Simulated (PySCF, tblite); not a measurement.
# C3H9AlF2O: a rotation path, then NMR shifts on frames, part 2 of 2

tblite 0.8.0 and PySCF 2.14.0. Atoms count from 0.

## (5) Nuclear shieldings: image 5, PBE0/pcSseg-1

The job: settings as JSON, then the geometry in Å.

```
{"job": {"kind": "nmr", "xc": "PBE0", "basis": "pcSseg-1", "pop": false}, "charge": 0, "multiplicity": 1}
C     -0.456100     1.561100    -0.565400
O     -0.522200     0.199400    -0.174200
Al    -1.793100    -0.762600     0.838600
C      0.535800    -0.622400    -0.583700
C      1.806200    -0.447100     0.278200
F      1.678500     0.591000     1.127400
F      2.859900    -0.149000    -0.523800
H     -1.366100     2.015900    -0.177700
H      0.411200     2.062000    -0.133900
H     -0.431900     1.646000    -1.654900
H     -2.185700    -1.822200    -0.269600
H     -0.829400    -1.312000     1.960900
H     -2.740300     0.458700     1.112100
H      0.156200    -1.645300    -0.483200
H      0.797700    -0.430400    -1.632100
H      2.071800    -1.333900     0.870000
```

Level: GIAO PBE0/pcSseg-1 NMR shielding, non-relativistic, gas phase.

The log of the run:

```text
coarse grid: 13720 points
cycle   1  E = -636.2996207741  dE =  7.262e-01  |g| = 7.485e-01  |ddm| = 3.270e+00
cycle   2  E = -636.2135959285  dE =  8.602e-02  |g| = 1.080e+00  |ddm| = 9.796e-01
cycle   3  E = -636.3952565627  dE = -1.817e-01  |g| = 5.740e-02  |ddm| = 5.888e-01
cycle   4  E = -636.3957990810  dE = -5.425e-04  |g| = 2.078e-02  |ddm| = 5.021e-02
cycle   5  E = -636.3958613814  dE = -6.230e-05  |g| = 9.275e-03  |ddm| = 1.654e-02
cycle   6  E = -636.3958748638  dE = -1.348e-05  |g| = 1.757e-03  |ddm| = 5.926e-03
cycle   7  E = -636.3958754374  dE = -5.736e-07  |g| = 3.891e-04  |ddm| = 1.617e-03
final grid: 128280 points
cycle   8  E = -636.4603110511  dE = -3.899e-05  |g| = 1.013e-02  |ddm| = 2.187e-02
cycle   9  E = -636.4602963054  dE =  1.475e-05  |g| = 1.397e-02  |ddm| = 1.232e-02
cycle  10  E = -636.4603297152  dE = -3.341e-05  |g| = 1.135e-03  |ddm| = 7.147e-03
cycle  11  E = -636.4603299845  dE = -2.693e-07  |g| = 2.007e-04  |ddm| = 1.059e-03
cycle  12  E = -636.4603299920  dE = -7.535e-09  |g| = 8.179e-05  |ddm| = 1.822e-04
cycle  13  E = -636.4603299929  dE = -9.045e-10  |g| = 2.439e-05  |ddm| = 5.443e-05
converged SCF energy = -636.4603299929

GIAO shielding tensors (ppm)
atom      isotropic    diamagn.    paramagn.     s11        s22        s33       span
  0 C      121.599     245.859    -124.260     87.174     92.971    184.652     97.478
  1 O      323.857     401.127     -77.270    296.268    304.586    370.716     74.448
  2 Al     399.954     796.116    -396.162    363.988    398.755    437.119     73.131
  3 C      110.620     248.591    -137.971     86.302     98.301    147.256     60.954
  4 C       67.914     239.263    -171.348     49.948     66.944     86.851     36.903
  5 F      320.214     475.202    -154.988    217.122    330.269    413.251    196.130
  6 F      292.429     470.890    -178.461    198.880    324.971    353.435    154.555
  7 H       27.095      29.601      -2.506     22.748     25.557     32.981     10.232
  8 H       27.311      30.078      -2.767     22.392     27.110     32.431     10.038
  9 H       28.128      29.493      -1.365     24.580     25.413     34.391      9.812
 10 H       27.324      30.241      -2.916     23.974     26.348     31.651      7.677
 11 H       27.420      30.769      -3.349     23.656     27.343     31.260      7.604
 12 H       27.494      30.700      -3.205     23.934     26.631     31.918      7.984
 13 H       26.626      30.584      -3.958     22.396     27.094     30.387      7.992
 14 H       28.060      30.672      -2.612     24.294     27.620     32.266      7.972
 15 H       25.177      27.429      -2.252     22.255     24.164     29.112      6.856
```

Wall time 17 s (1 thread of Intel Xeon Platinum 8559C, shared host); peak memory 0.76 GiB.

In short: δ C4 119.0, C3 76.3, C0 65.3, O1 12.2, H15 6.54, H13 5.09 ppm.

## (6) Shielding tensors: image 6, PBE0/pcSseg-1

The job: settings as JSON, then the geometry in Å.

```
{"job": {"kind": "nmr", "xc": "PBE0", "basis": "pcSseg-1", "pop": false}, "charge": 0, "multiplicity": 1}
C     -0.423600     1.545900    -0.588100
O     -0.527600     0.187900    -0.197100
Al    -1.796700    -0.735500     0.854700
C      0.524100    -0.653100    -0.579800
C      1.794800    -0.438500     0.268900
F      1.560000     0.419000     1.278700
F      2.765600     0.132500    -0.491500
H     -1.322200     2.025800    -0.203800
H      0.456300     2.023100    -0.153900
H     -0.392800     1.629200    -1.677700
H     -2.195300    -1.810800    -0.237500
H     -0.849800    -1.281600     1.990100
H     -2.729600     0.503000     1.100600
H      0.139000    -1.668100    -0.434200
H      0.784500    -0.505000    -1.635700
H      2.205700    -1.364700     0.694800
```

Method: GIAO PBE0/pcSseg-1 NMR shielding, non-relativistic, gas phase.

The log of the run:

```text
coarse grid: 13720 points
cycle   1  E = -636.2985748018  dE =  7.336e-01  |g| = 7.517e-01  |ddm| = 3.270e+00
cycle   2  E = -636.2105187217  dE =  8.806e-02  |g| = 1.088e+00  |ddm| = 9.959e-01
cycle   3  E = -636.3952530877  dE = -1.847e-01  |g| = 5.822e-02  |ddm| = 5.995e-01
cycle   4  E = -636.3958041958  dE = -5.511e-04  |g| = 2.185e-02  |ddm| = 5.115e-02
cycle   5  E = -636.3958732745  dE = -6.908e-05  |g| = 9.474e-03  |ddm| = 1.711e-02
cycle   6  E = -636.3958873403  dE = -1.407e-05  |g| = 1.748e-03  |ddm| = 6.082e-03
cycle   7  E = -636.3958879140  dE = -5.737e-07  |g| = 3.883e-04  |ddm| = 1.617e-03
final grid: 128280 points
cycle   8  E = -636.4601631413  dE = -3.946e-05  |g| = 1.021e-02  |ddm| = 2.204e-02
cycle   9  E = -636.4601481481  dE =  1.499e-05  |g| = 1.411e-02  |ddm| = 1.243e-02
cycle  10  E = -636.4601820084  dE = -3.386e-05  |g| = 1.125e-03  |ddm| = 7.179e-03
cycle  11  E = -636.4601822739  dE = -2.655e-07  |g| = 2.073e-04  |ddm| = 1.070e-03
cycle  12  E = -636.4601822821  dE = -8.229e-09  |g| = 7.833e-05  |ddm| = 1.878e-04
cycle  13  E = -636.4601822829  dE = -8.295e-10  |g| = 2.461e-05  |ddm| = 5.235e-05
converged SCF energy = -636.4601822829

GIAO shielding tensors (ppm)
atom      isotropic    diamagn.    paramagn.     s11        s22        s33       span
  0 C      122.583     245.991    -123.408     88.844     94.484    184.422     95.578
  1 O      326.188     400.954     -74.765    301.553    307.775    369.237     67.684
  2 Al     399.707     796.070    -396.363    363.658    397.769    437.695     74.037
  3 C      110.612     248.429    -137.817     88.102     98.930    144.804     56.702
  4 C       68.380     239.154    -170.774     50.557     67.108     87.473     36.916
  5 F      318.693     475.386    -156.693    214.408    325.777    415.894    201.486
  6 F      288.082     472.033    -183.951    186.393    322.710    355.145    168.752
  7 H       27.089      29.596      -2.507     22.735     25.549     32.983     10.248
  8 H       27.487      30.101      -2.615     22.852     26.978     32.630      9.778
  9 H       28.121      29.461      -1.340     24.590     25.379     34.394      9.804
 10 H       27.339      30.260      -2.921     23.944     26.342     31.731      7.787
 11 H       27.431      30.678      -3.247     23.609     27.486     31.199      7.590
 12 H       27.493      30.681      -3.188     23.927     26.596     31.957      8.029
 13 H       26.647      30.663      -4.016     22.240     27.046     30.656      8.416
 14 H       27.990      30.573      -2.582     24.319     27.449     32.204      7.885
 15 H       25.280      27.223      -1.942     22.187     24.241     29.414      7.227
```

Wall time 17 s (1 thread of Intel Xeon Platinum 8559C, shared host); peak memory 0.76 GiB.

In short: δ C4 118.5, C3 76.3, C0 64.3, O1 9.9, H15 6.44, H13 5.07 ppm.

## (7) Shielding tensors: image 8, PBE0/pcSseg-1

The job: settings as JSON, then the geometry in Å.

```
{"job": {"kind": "nmr", "xc": "PBE0", "basis": "pcSseg-1", "pop": false}, "charge": 0, "multiplicity": 1}
C     -0.355500     1.514800    -0.575900
O     -0.519400     0.175500    -0.145800
Al    -1.881700    -0.699500     0.825500
C      0.506100    -0.714300    -0.489100
C      1.837100    -0.386200     0.196300
F      1.634600     0.120800     1.424500
F      2.511500     0.566300    -0.502800
H     -1.272600     2.027700    -0.291300
H      0.493400     1.992300    -0.083100
H     -0.226300     1.556200    -1.660700
H     -2.245100    -1.748400    -0.306300
H     -1.033000    -1.283400     2.016300
H     -2.778000     0.574900     1.023000
H      0.153200    -1.692700    -0.147700
H      0.670000    -0.733600    -1.574200
H      2.498200    -1.261600     0.279900
```

Method: GIAO PBE0/pcSseg-1 NMR shielding, non-relativistic, gas phase.

The log of the run:

```text
coarse grid: 13720 points
cycle   1  E = -636.3003383513  dE =  7.427e-01  |g| = 7.544e-01  |ddm| = 3.275e+00
cycle   2  E = -636.2109311121  dE =  8.941e-02  |g| = 1.094e+00  |ddm| = 1.004e+00
cycle   3  E = -636.3979217962  dE = -1.870e-01  |g| = 5.911e-02  |ddm| = 6.048e-01
cycle   4  E = -636.3984766267  dE = -5.548e-04  |g| = 2.276e-02  |ddm| = 5.205e-02
cycle   5  E = -636.3985519467  dE = -7.532e-05  |g| = 9.563e-03  |ddm| = 1.754e-02
cycle   6  E = -636.3985662870  dE = -1.434e-05  |g| = 1.754e-03  |ddm| = 6.155e-03
cycle   7  E = -636.3985668672  dE = -5.802e-07  |g| = 3.725e-04  |ddm| = 1.604e-03
final grid: 128280 points
cycle   8  E = -636.4621925617  dE = -3.963e-05  |g| = 1.027e-02  |ddm| = 2.338e-02
cycle   9  E = -636.4621770904  dE =  1.547e-05  |g| = 1.424e-02  |ddm| = 1.264e-02
cycle  10  E = -636.4622115679  dE = -3.448e-05  |g| = 1.126e-03  |ddm| = 7.290e-03
cycle  11  E = -636.4622118347  dE = -2.667e-07  |g| = 2.095e-04  |ddm| = 1.084e-03
cycle  12  E = -636.4622118431  dE = -8.496e-09  |g| = 7.390e-05  |ddm| = 1.890e-04
cycle  13  E = -636.4622118439  dE = -7.292e-10  |g| = 2.496e-05  |ddm| = 5.155e-05
converged SCF energy = -636.4622118439

GIAO shielding tensors (ppm)
atom      isotropic    diamagn.    paramagn.     s11        s22        s33       span
  0 C      123.851     246.165    -122.315     92.438     96.654    182.461     90.023
  1 O      333.808     401.035     -67.227    302.709    323.652    375.063     72.355
  2 Al     400.557     795.972    -395.415    363.818    399.928    437.924     74.106
  3 C      111.632     247.834    -136.202     91.889     99.235    143.773     51.883
  4 C       67.608     239.478    -171.870     49.447     67.703     85.675     36.227
  5 F      319.518     475.128    -155.611    214.904    321.562    422.087    207.183
  6 F      294.918     473.896    -178.979    183.911    319.370    381.472    197.562
  7 H       27.200      29.631      -2.431     22.749     25.808     33.042     10.292
  8 H       27.467      30.097      -2.630     23.057     26.944     32.399      9.341
  9 H       28.175      29.620      -1.445     24.846     25.436     34.243      9.397
 10 H       27.344      30.156      -2.812     23.927     26.337     31.769      7.842
 11 H       27.392      30.504      -3.112     23.593     27.368     31.215      7.622
 12 H       27.504      30.609      -3.105     23.945     26.618     31.949      8.004
 13 H       26.769      30.693      -3.924     22.157     27.190     30.960      8.803
 14 H       27.957      30.502      -2.546     24.373     27.082     32.414      8.041
 15 H       25.427      26.983      -1.556     22.242     24.279     29.761      7.519
```

Run time: 17 s. Hardware: 1 thread of Intel Xeon Platinum 8559C, shared host; peak memory 0.76 GiB.

Key values: δ C4 119.3, C3 75.3, C0 63.1, O1 2.3, H15 6.29, H13 4.95 ppm.

## (8) Run by run: NMR shifts

Shifts (ppm) of some atoms, chosen among heavy atoms and hydrogens apart, with basis size and wall time:

| frame | C4 | H15 | H8 | O1 | Al2 | F5 | F6 | functions | time |
| --- | --- | --- | --- | --- | --- | --- | --- | --- | --- |
| image 0 | 121.9 | 6.57 | 4.17 | 2.6 | 87.4 | -133.8 | -145.7 | 171 | 18 s |
| image 2 | 120.1 | 6.70 | 4.54 | 4.7 | 89.2 | -145.3 | -144.7 | 171 | 17 s |
| image 5 | 119.0 | 6.54 | 4.41 | 12.2 | 90.0 | -149.3 | -121.5 | 171 | 17 s |
| image 6 | 118.5 | 6.44 | 4.23 | 9.9 | 90.3 | -147.7 | -117.1 | 171 | 17 s |
| image 8 | 119.3 | 6.29 | 4.25 | 2.3 | 89.4 | -148.6 | -124.0 | 171 | 17 s |

## (9) What came out

This closing draws on all 2 parts.

| quantity | value |
| --- | --- |
| barrier | 0.130 eV (3.0 kcal/mol) at image 5 |
| end to end (GFN2-xTB) | 0.086 eV |
| 13C shifts against TMS (PBE0/pcSseg-1, image 0) | 121.9, 76.0, 63.4 ppm |
| 1H shifts against TMS (PBE0/pcSseg-1, image 0) | 6.57, 4.77, 4.50, 4.36, 4.31, 4.17, 4.17, 3.66, 3.52 ppm |
| 17O shifts against H2O (PBE0/pcSseg-1, image 0) | 2.6 ppm |
| 27Al shifts against AlH4- (PBE0/pcSseg-1, image 0) | 87.4 ppm |
| 19F shifts against CFCl3 (PBE0/pcSseg-1, image 0) | -133.8, -145.7 ppm |
| range of the shift of F6 | -145.7 to -117.1 ppm |

In words: Along the band the dihedral turns by 110°, and the top (dihedral 235°) lies 3.0 kcal/mol above the start (GFN2-xTB, rough), so at room temperature this motion is fast. The top was not checked by a frequency run. Shifts at one fixed geometry are not the observed spectrum, which averages over the motion. In the first frame run (image 0): Shielding is most anisotropic at F6 (span 211 ppm, paramagnetic term -152 ppm). In ppm, F6 moves most: its shift spreads over 28.5 ppm, from -145.7 (image 0) to -117.1 (image 6).
